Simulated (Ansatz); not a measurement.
A nudged elastic band was laid between two geometries of a periodic cell of 17 atoms, Si (host Si, host structure diamond, interstitial Si).

Computed with DFT PBE-D3(BJ), scalar-relativistic, plane waves, PAW in Ansatz 0.2.0. Settings: PAW set soft_1, cutoff 420 eV, k mesh 2x2x2, gaussian smearing 0.02 eV, no spin polarisation.

* movable images: 5
* climbing image: yes
* spring: 2.0 eV/Å²
* optimiser: lbfgs
* start path: straight line
* force threshold: 0.05 eV/Å
* iteration limit: 59
* end points: relaxed

Image 0:

```xyz
17
Lattice="0.0000 5.4300 5.4300 5.4300 0.0000 5.4300 5.4300 5.4300 0.0000" Properties=species:S:1:pos:R:3
Si 0.024 -0.023 -0.022
Si 1.389 1.358 1.360
Si 2.709 2.723 0.001
Si 4.073 4.043 1.360
Si 2.710 -0.002 2.724
Si 4.073 1.359 4.043
Si 5.434 2.721 2.723
Si 6.788 4.074 4.075
Si 0.020 2.737 2.741
Si 1.357 4.073 4.072
Si 2.693 5.409 2.743
Si 4.072 6.788 4.113
Si 2.692 2.741 5.408
Si 4.072 4.107 6.790
Si 5.437 5.426 5.430
Si 6.757 6.789 6.790
Si 9.502 6.788 6.789
```

Image 6:

Only the atoms that move by more than 0.05 Å are listed.
```
Si17 8.138 8.141 8.145
```

Q: What changes between the two ends?

A: Contacts lost: Si1–Si17. Contacts made: Si8–Si17. The atom that moves furthest is Si17, by 2.35 Å.

Q: Give the energies along the band, and the barrier.

A: The run converged. The highest image is number 3 of 0 to 6, 0.30 eV above the ends, which have the same energy within 2 meV. By the program's own check the climbing image is of a kind that is not told: the force calls were inconclusive, a negative curvature could not be distinguished from the path's own, the only one lies far off the path, or fixed occupations may fill a level only in part (lowest curvatures found: -0.08 and 0.79 eV/Å²). Limits of this set-up: coarse k mesh.

```csv
image,path coordinate (Å),energy (eV),Si1–Si17 (Å),Si8–Si17 (Å)
0,0.00,0.00,2.39,4.70
1,0.56,0.11,2.45,4.25
2,1.11,0.28,2.63,3.78
3,1.67,0.30,3.20,3.22
4,2.23,0.28,3.75,2.62
5,2.80,0.11,4.24,2.45
6,3.37,0.00,4.70,2.39
```

Q: What is the geometry of the highest image?

A: 
```xyz
17
Lattice="0.0000 5.4300 5.4300 5.4300 0.0000 5.4300 5.4300 5.4300 0.0000" Properties=species:S:1:pos:R:3:forces:R:3
Si -0.184 0.183 0.190 -0.01 0.01 0.01
Si 1.368 1.414 1.416 0.01 0.00 0.00
Si 2.760 2.667 0.015 0.00 0.00 0.01
Si 4.016 4.059 1.414 0.00 -0.01 0.00
Si 2.767 0.011 2.661 0.00 0.01 0.00
Si 4.023 1.405 4.058 0.00 0.00 -0.01
Si 5.418 2.658 2.659 -0.01 0.00 0.00
Si 6.964 3.892 3.889 0.01 -0.01 -0.01
Si 0.091 2.788 2.808 0.00 0.00 0.00
Si 1.170 4.254 4.249 0.00 0.00 0.00
Si 2.642 5.329 2.811 0.00 0.00 -0.01
Si 4.150 6.701 4.192 -0.01 0.01 0.00
Si 2.632 2.801 5.310 0.01 -0.01 0.00
Si 4.140 4.169 6.695 0.00 0.00 0.01
Si 5.610 5.250 5.259 0.00 0.00 0.00
Si 6.696 6.715 6.699 0.00 0.00 0.00
Si 8.826 7.461 7.463 0.00 0.00 0.00
```

Time of the run: 14 min on 1 thread of Arm Neoverse V1, on a shared host, peak memory 0.8 GiB.
